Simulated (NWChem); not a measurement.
**One shape, several levels: Si2N2H8 (SMILES N[SiH2][SiH2]N)**

Aim: a comparison of 3 runs (HF/STO-3G, HF/3-21G, B3LYP/6-31G*) of Si2N2H8. 

The calculation is run with NWChem 7.3.0.

**1. The system as given**

Si2N2H8: 12 atoms, total charge 0, spin state singlet. As SMILES, `N[SiH2][SiH2]N`. The shape is that of a PBE0-D4/def2-TZVP optimisation. This is one conformer, not always the lowest.

Bond lengths: N1–Si2 1.729 Å, Si2–Si3 2.351 Å, Si3–N4 1.729 Å, N1–H5 1.009 Å, N1–H6 1.008 Å, Si2–H7 1.497 Å, Si2–H8 1.490 Å, Si3–H9 1.497 Å, Si3–H10 1.490 Å, N4–H11 1.009 Å, N4–H12 1.008 Å. Some angles: N1–Si2–Si3 104.4°, Si2–Si3–N4 104.4°, N1–Si2–H7 115.8°, N1–Si2–H8 107.8°, Si3–Si2–H7 110.7°, Si3–Si2–H8 112.5°, Si2–N1–H5 117.6°, Si2–N1–H6 120.2°, Si2–Si3–H9 110.7°, Si2–Si3–H10 112.5°.

**2. Energy and gradient at HF/STO-3G (run 1)**

Input file run.py:

```python
from ase import Atoms
from ase.calculators.nwchem import NWChem

system = Atoms(['N', 'Si', 'Si', 'N', 'H', 'H', 'H', 'H', 'H', 'H', 'H', 'H'], positions=[
    [-1.097900, 1.361200, -0.600700],
    [0.237500, 1.274800, 0.494900],
    [0.906400, -0.977600, 0.422600],
    [-0.305600, -1.754400, -0.535700],
    [-1.011200, 0.880200, -1.483000],
    [-1.608700, 2.223300, -0.711100],
    [1.390800, 2.179400, 0.189700],
    [-0.252100, 1.681300, 1.841800],
    [1.090200, -1.519500, 1.806200],
    [2.216100, -1.161900, -0.262900],
    [-1.268400, -1.510600, -0.360100],
    [-0.219800, -2.731700, -0.767700],
])

calc = NWChem(
    label='calc',
    theory='scf',
    memory='2200 mb',
    basis='STO-3G',
    basispar='spherical bse',
    scf={'nopen': '0', 'rhf': None, 'thresh': '1e-08', 'maxiter': '80'},
)
system.calc = calc

forces = system.get_forces()
e = system.get_potential_energy()
print(f"E = {e:.6f} eV")
print("forces (eV/A):")
for s, f in zip(system.symbols, forces):
    print(f"{s:2s} {f[0]:10.5f} {f[1]:10.5f} {f[2]:10.5f}")
print("dipole (e A):", system.get_dipole_moment().round(4))
```

Started as:

```console
$ export ASE_NWCHEM_COMMAND="nwchem PREFIX.nwi > PREFIX.nwo"
$ python run.py
```

Log:

```text
E = -18595.236250 eV
forces (eV/A):
N     0.11935   -0.21098    0.66833
Si    1.43324   -0.35286    1.32746
Si    1.36382    1.11252    0.92971
N     0.57881    0.39749   -0.10768
H     0.00992   -0.02823   -0.49329
H    -0.15704    0.47612   -0.21674
H    -1.46440   -0.96077    0.18748
H     0.53613   -0.45118   -1.55120
H    -0.36186    0.46578   -1.66165
H    -1.50852    0.18790    0.76747
H    -0.47067   -0.09570    0.12331
H    -0.07883   -0.54014    0.02674
dipole (e A): [0.0156 0.0042 0.0125]
```

The calculator wrote calc.nwi:

```
title "calc"

permanent_dir calc

scratch_dir calc

start calc

geometry units angstrom nocenter noautosym noautoz
  N  -1.0979000000000001e+00 1.3612000000000000e+00 -6.0070000000000001e-01
  Si 2.3749999999999999e-01 1.2747999999999999e+00 4.9490000000000001e-01
  Si 9.0639999999999998e-01 -9.7760000000000002e-01 4.2259999999999998e-01
  N  -3.0559999999999998e-01 -1.7544000000000000e+00 -5.3569999999999995e-01
  H  -1.0112000000000001e+00 8.8019999999999998e-01 -1.4830000000000001e+00
  H  -1.6087000000000000e+00 2.2233000000000001e+00 -7.1109999999999995e-01
  H  1.3908000000000000e+00 2.1793999999999998e+00 1.8970000000000001e-01
  H  -2.5209999999999999e-01 1.6813000000000000e+00 1.8418000000000001e+00
  H  1.0902000000000001e+00 -1.5195000000000001e+00 1.8062000000000000e+00
  H  2.2161000000000000e+00 -1.1618999999999999e+00 -2.6290000000000002e-01
  H  -1.2684000000000000e+00 -1.5105999999999999e+00 -3.6009999999999998e-01
  H  -2.1980000000000000e-01 -2.7317000000000000e+00 -7.6770000000000005e-01
end

memory 2200 mb

basis spherical bse noprint
   * library STO-3G
end

scf
  nopen 0
  rhf
  thresh 1e-08
  maxiter 80
end

task scf gradient
```

calc.nwo:

```text
Northwest Computational Chemistry Package (NWChem) 7.3.0
             --------------------------------------------------------

           Job information
           ---------------

    nwchem branch   = 7.3.0
    use scalapack   = T
    input           = calc.nwi
    prefix          = calc.
    data base       = calc/calc.db
    status          = startup
    nproc           =        1

           Memory information
           ------------------

[... 5 lines left out ...]
    hardfail = no
[... 139 lines left out ...]
         Quadratically convergent ROHF
[... 14 lines left out ...]
       Final RHF  results
[... 4 lines left out ...]
      Two-electron energy =    490.707970426885
[... 44 lines left out ...]
                       ROHF Final Molecular Orbital Analysis
[... 231 lines left out ...]
                 ----------------------------------------
                 |  Time  |  1-e(secs)   |  2-e(secs)   |
                 ----------------------------------------
                 |  CPU   |       0.00   |       0.38   |
                 ----------------------------------------
                 |  WALL  |       0.00   |       0.38   |
                 ----------------------------------------

 Task  times  cpu:        3.3s     wall:        3.3s
 Total times  cpu:        3.3s     wall:        3.3s
```

Run time: 4.5 s. Hardware: 1 thread of AMD EPYC 7B13 (Zen 3), shared host; peak memory 0.097 GiB.

**3. Energy and forces at HF/3-21G (run 2)**

Input file m1.nw:

```
start m1
title "H8N2Si2"
memory total 2200 mb
charge 0

geometry units angstroms noautosym nocenter noautoz
  N       -1.097900       1.361200      -0.600700
  Si       0.237500       1.274800       0.494900
  Si       0.906400      -0.977600       0.422600
  N       -0.305600      -1.754400      -0.535700
  H       -1.011200       0.880200      -1.483000
  H       -1.608700       2.223300      -0.711100
  H        1.390800       2.179400       0.189700
  H       -0.252100       1.681300       1.841800
  H        1.090200      -1.519500       1.806200
  H        2.216100      -1.161900      -0.262900
  H       -1.268400      -1.510600      -0.360100
  H       -0.219800      -2.731700      -0.767700
end

basis spherical bse
  * library 3-21G
end

scf
  thresh 1e-08
  maxiter 80
  print medium
end

task scf gradient
```

Started as:

```console
$ nwchem m1.nw > m1.out
```

Log:

```text
[...]
  functions       =    60
[...]
  wavefunction    = RHF
[...]
         Total SCF energy =   -687.758157845545
      One-electron energy =  -1401.602694636791
      Two-electron energy =    487.712928814623
 Nuclear repulsion energy =    226.131607976624
        Time for solution =      3.0s
[...]
                         RHF ENERGY GRADIENTS
    atom               coordinates                        gradient
                 x          y          z           x          y          z
   1 N      -2.074730   2.572295  -1.135158    0.007312  -0.008893   0.023863
   2 Si      0.448810   2.409023   0.935225   -0.011261  -0.006376  -0.015897
   3 Si      1.712848  -1.847396   0.798598   -0.018741  -0.001777  -0.008312
   4 N      -0.577500  -3.315335  -1.012326    0.020703   0.016522  -0.001242
   5 H      -1.910891   1.663337  -2.802464    0.004361   0.002410  -0.004484
   6 H      -3.040002   4.201428  -1.343784    0.002220   0.004995  -0.002819
   7 H       2.628231   4.118469   0.358481   -0.000139   0.000759   0.000445
   8 H      -0.476400   3.177196   3.480497   -0.001067   0.001600  -0.001030
   9 H       2.060179  -2.871439   3.413223    0.000639  -0.000629  -0.000021
  10 H       4.187822  -2.195673  -0.496809   -0.000613  -0.002059  -0.000336
  11 H      -2.396928  -2.854620  -0.680490   -0.002710  -0.001973   0.005792
[...]
```

Wall time 4.2 s (1 thread of AMD EPYC 7B13 (Zen 3), shared host); peak memory 0.096 GiB.

**4. Energy and forces at B3LYP/6-31G(d) (Cartesian functions) (run 3)**

Input file calc.xyz:

```xyz
12

N     -1.097900     1.361200    -0.600700
Si     0.237500     1.274800     0.494900
Si     0.906400    -0.977600     0.422600
N     -0.305600    -1.754400    -0.535700
H     -1.011200     0.880200    -1.483000
H     -1.608700     2.223300    -0.711100
H      1.390800     2.179400     0.189700
H     -0.252100     1.681300     1.841800
H      1.090200    -1.519500     1.806200
H      2.216100    -1.161900    -0.262900
H     -1.268400    -1.510600    -0.360100
H     -0.219800    -2.731700    -0.767700
```

Input file run.py:

```python
from ase.io import read
from ase.calculators.nwchem import NWChem

atoms = read('calc.xyz')

calc = NWChem(
    label='calc',
    theory='dft',
    memory='2200 mb',
    basis='6-31G*',
    dft={'xc': 'b3lyp', 'mult': '1', 'grid': 'xfine', 'convergence': 'energy 1e-08', 'iterations': '100', 'mulliken': None, 'print': 'low'},
)
atoms.calc = calc

forces = atoms.get_forces()
print(f"energy = {atoms.get_potential_energy():.6f} eV")
print("forces (eV/A):")
for s, f in zip(atoms.symbols, forces):
    print(f"{s:2s} {f[0]:10.5f} {f[1]:10.5f} {f[2]:10.5f}")
```

Started as:

```console
$ export ASE_NWCHEM_COMMAND="nwchem PREFIX.nwi > PREFIX.nwo"
$ python run.py
```

Log:

```text
energy = -18866.630978 eV
forces (eV/A):
N    -0.25968   -0.10439   -0.02844
Si    0.28730    0.01918    0.21160
Si    0.25233    0.12799    0.22456
N    -0.10048    0.00489   -0.26390
H     0.02129   -0.10829   -0.20559
H    -0.12964    0.21988   -0.03738
H     0.06099    0.03744    0.02643
H    -0.00170    0.01779    0.03270
H     0.04602   -0.00812    0.05878
H     0.03512   -0.00859   -0.00525
H    -0.22451    0.05404    0.04299
H     0.01301   -0.25181   -0.05651
```

The calculator wrote calc.nwi:

```
title "calc"

permanent_dir calc

scratch_dir calc

start calc

geometry units angstrom nocenter noautosym noautoz
  N  -1.0979000000000001e+00 1.3612000000000000e+00 -6.0070000000000001e-01
  Si 2.3749999999999999e-01 1.2747999999999999e+00 4.9490000000000001e-01
  Si 9.0639999999999998e-01 -9.7760000000000002e-01 4.2259999999999998e-01
  N  -3.0559999999999998e-01 -1.7544000000000000e+00 -5.3569999999999995e-01
  H  -1.0112000000000001e+00 8.8019999999999998e-01 -1.4830000000000001e+00
  H  -1.6087000000000000e+00 2.2233000000000001e+00 -7.1109999999999995e-01
  H  1.3908000000000000e+00 2.1793999999999998e+00 1.8970000000000001e-01
  H  -2.5209999999999999e-01 1.6813000000000000e+00 1.8418000000000001e+00
  H  1.0902000000000001e+00 -1.5195000000000001e+00 1.8062000000000000e+00
  H  2.2161000000000000e+00 -1.1618999999999999e+00 -2.6290000000000002e-01
  H  -1.2684000000000000e+00 -1.5105999999999999e+00 -3.6009999999999998e-01
  H  -2.1980000000000000e-01 -2.7317000000000000e+00 -7.6770000000000005e-01
end

memory 2200 mb

basis noprint
   * library 6-31G*
end

dft
  xc b3lyp
  mult 1
  grid xfine
  convergence energy 1e-08
  iterations 100
  mulliken
  print low
end

task dft gradient
```

calc.nwo:

```text
Northwest Computational Chemistry Package (NWChem) 7.3.0
             --------------------------------------------------------

           Job information
           ---------------

    nwchem branch   = 7.3.0
    use scalapack   = T
    input           = calc.nwi
    prefix          = calc.
    data base       = calc/calc.db
    status          = startup
    nproc           =        1

           Memory information
           ------------------

[... 5 lines left out ...]
    hardfail = no
[... 38 lines left out ...]
            Nuclear Dipole moment (a.u.)
[... 93 lines left out ...]
         Total DFT energy =     -693.335905837912
[... 1 line left out ...]
           Coulomb energy =      546.120721801837
[... 1 line left out ...]
 Nuclear repulsion energy =      226.131607976623
[... 29 lines left out ...]
                         DFT ENERGY GRADIENTS

    atom               coordinates                        gradient
                 x          y          z           x          y          z
   1 N      -2.074730   2.572295  -1.135158    0.005050   0.002030   0.000553
   2 Si      0.448810   2.409023   0.935225   -0.005587  -0.000373  -0.004115
   3 Si      1.712848  -1.847396   0.798598   -0.004907  -0.002489  -0.004367
[... 8 lines of this table left out ...]
  12 H      -0.415362  -5.162164  -1.450743   -0.000253   0.004897   0.001099

 Task  times  cpu:       42.8s     wall:       42.8s
 Total times  cpu:       42.9s     wall:       42.9s
```

It took 44 s on 1 thread of AMD EPYC 7B13 (Zen 3), shared host; peak memory 0.16 GiB.

**5. The series**

| run | level | Cartesian functions | iteration cap | energy (Eh) | dipole moment (D) | HOMO energy (eV) | LUMO energy (eV) | wall time |
| --- | --- | --- | --- | --- | --- | --- | --- | --- |
| 1 | HF/STO-3G | no | 80 | -683.362333 | 0.10 | -7.66 | 11.03 | 4.5 s |
| 2 | HF/3-21G | no | 80 | -687.758158 | 1.41 | -9.96 | 3.93 | 4.2 s |
| 3 | B3LYP/6-31G* (Cartesian functions) | yes | 100 | -693.335906 | – | – | – | 44 s |

**6. Outcome**

| quantity | value |
| --- | --- |
| run 3: total energy | -693.33591 Eh |
| run 3: largest force on an atom | 0.361 eV/Å |

In words: In run 1 the basis is minimal, so the values are rough. All runs together took 53 s, the longest 44 s.
